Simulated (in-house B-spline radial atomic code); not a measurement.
# Lu: excited configurations in jj coupling

Wanted: excitation energies of Lu as differences of total energies (ΔSCF).

The numbers are computed with in-house B-spline radial atomic code version 1 (Dirac-Hartree-Fock, average of configuration, Fermi nucleus, basis-set limit), except any that are marked as measured or tabulated.

## (1) The system

- element: lutetium (Z = 71)
- charge: 0
- electrons: 71
- configuration: 1s2 2s2 2p6 3s2 3p6 3d10 4s2 4p6 4d10 4f14 5s2 5p6 5d-1 6s2
- Hamiltonian: Dirac-Coulomb
- nucleus: Fermi, rms radius 5.370 fm

In configurations, a minus sign after the shell means j = l − 1/2 and a plus sign j = l + 1/2; the count of electrons follows.

Settings, as recorded:

```ini
Z = 71
electrons = 71.0
configuration = 1s2 2s2 2p6 3s2 3p6 3d10 4s2 4p6 4d10 4f14 5s2 5p6 5d-1 6s2
hamiltonian = dirac
method = hf
spin_polarised = False
nucleus = fermi
rms_radius = 5.37
mass_number = 175
atomic_mass = 174.940777211
speed_of_light = 137.035999084
```

This reference run was done before. Its total energy is -14572.452118 hartree, and its levels are (the highest eight at most):

```csv
orbital,occupation,energy (eV),<r> (bohr)
4d5/2,6,-217.46,0.5540
5s1/2,2,-73.386,1.193
5p1/2,2,-44.473,1.338
5p3/2,4,-36.645,1.442
4f5/2,6,-23.148,0.6960
4f7/2,8,-21.367,0.7069
6s1/2,2,-6.017,3.914
5d3/2,1,-5.255,2.685
```

## (2) Run with 1s2 2s2 2p6 3s2 3p6 3d10 4s2 4p6 4d10 4f-5 4f+8 5s2 5p6 5d+1 6s2 8s1

Settings, as recorded:

```ini
Z = 71
electrons = 71.0
configuration = 1s2 2s2 2p6 3s2 3p6 3d10 4s2 4p6 4d10 4f-5 4f+8 5s2 5p6 5d+1 6s2 8s1
hamiltonian = dirac
method = hf
spin_polarised = False
nucleus = fermi
rms_radius = 5.37
mass_number = 175
atomic_mass = 174.940777211
speed_of_light = 137.035999084
```

## (3) Run with 1s2 2s2 2p6 3s2 3p6 3d10 4s2 4p6 4d-3 4d+6 4f14 5s2 5p6 5d-1 6s2 8d-1

Settings, as recorded:

```ini
Z = 71
electrons = 71.0
configuration = 1s2 2s2 2p6 3s2 3p6 3d10 4s2 4p6 4d-3 4d+6 4f14 5s2 5p6 5d-1 6s2 8d-1
hamiltonian = dirac
method = hf
spin_polarised = False
nucleus = fermi
rms_radius = 5.37
mass_number = 175
atomic_mass = 174.940777211
speed_of_light = 137.035999084
```

## (4) 1s2 2s2 2p6 3s2 3p6 3d10 4s2 4p6 4d-3 4d+6 4f14 5s2 5p6 5d-1 6s2 8g-1

Settings, as recorded:

```ini
Z = 71
electrons = 71.0
configuration = 1s2 2s2 2p6 3s2 3p6 3d10 4s2 4p6 4d-3 4d+6 4f14 5s2 5p6 5d-1 6s2 8g-1
hamiltonian = dirac
method = hf
spin_polarised = False
nucleus = fermi
rms_radius = 5.37
mass_number = 175
atomic_mass = 174.940777211
speed_of_light = 137.035999084
```

## (5) 1s2 2s2 2p6 3s2 3p6 3d10 4s2 4p6 4d10 4f14 5s2 5p6 5d+1 6s2

Settings, as recorded:

```ini
Z = 71
electrons = 71.0
configuration = 1s2 2s2 2p6 3s2 3p6 3d10 4s2 4p6 4d10 4f14 5s2 5p6 5d+1 6s2
hamiltonian = dirac
method = hf
spin_polarised = False
nucleus = fermi
rms_radius = 5.37
mass_number = 175
atomic_mass = 174.940777211
speed_of_light = 137.035999084
```

Q: How far above the reference does each configuration lie (order and size, in eV)?

As calculated:

| net move | configuration | energy above the reference (eV) | with Breit, QED, recoil (eV) | largest <r> (bohr) |
| --- | --- | --- | --- | --- |
| 5d3/2 → 5d5/2 | 1s2 2s2 2p6 3s2 3p6 3d10 4s2 4p6 4d10 4f14 5s2 5p6 5d+1 6s2 | 0.175 | 0.172 | 3.90 |
| 4f5/2, 5d3/2 → 5d5/2, 8s | 1s2 2s2 2p6 3s2 3p6 3d10 4s2 4p6 4d10 4f-5 4f+8 5s2 5p6 5d+1 6s2 8s1 | 12.852 | 12.975 | 18.8 |
| 4d3/2 → 8d3/2 | 1s2 2s2 2p6 3s2 3p6 3d10 4s2 4p6 4d-3 4d+6 4f14 5s2 5p6 5d-1 6s2 8d-1 | 215.23 | 214.94 | 36.0 |
| 4d3/2 → 8g7/2 | 1s2 2s2 2p6 3s2 3p6 3d10 4s2 4p6 4d-3 4d+6 4f14 5s2 5p6 5d-1 6s2 8g-1 | 215.54 | 215.25 | 86.0 |

At the bottom stands 5d3/2 → 5d5/2 (0.175 eV), at the top 4d3/2 → 8g7/2 (215.54 eV). 3 of them lie more than 2 % above the ionisation threshold that Koopmans' theorem gives (5.255 eV), where such states can decay by emitting an electron. Two partly filled shells share a symmetry and can mix in the average, which may lower the energy, for: 4d3/2 → 8d3/2; 4d3/2 → 8g7/2. These are averages over configurations, without correlation, not spectroscopic levels.
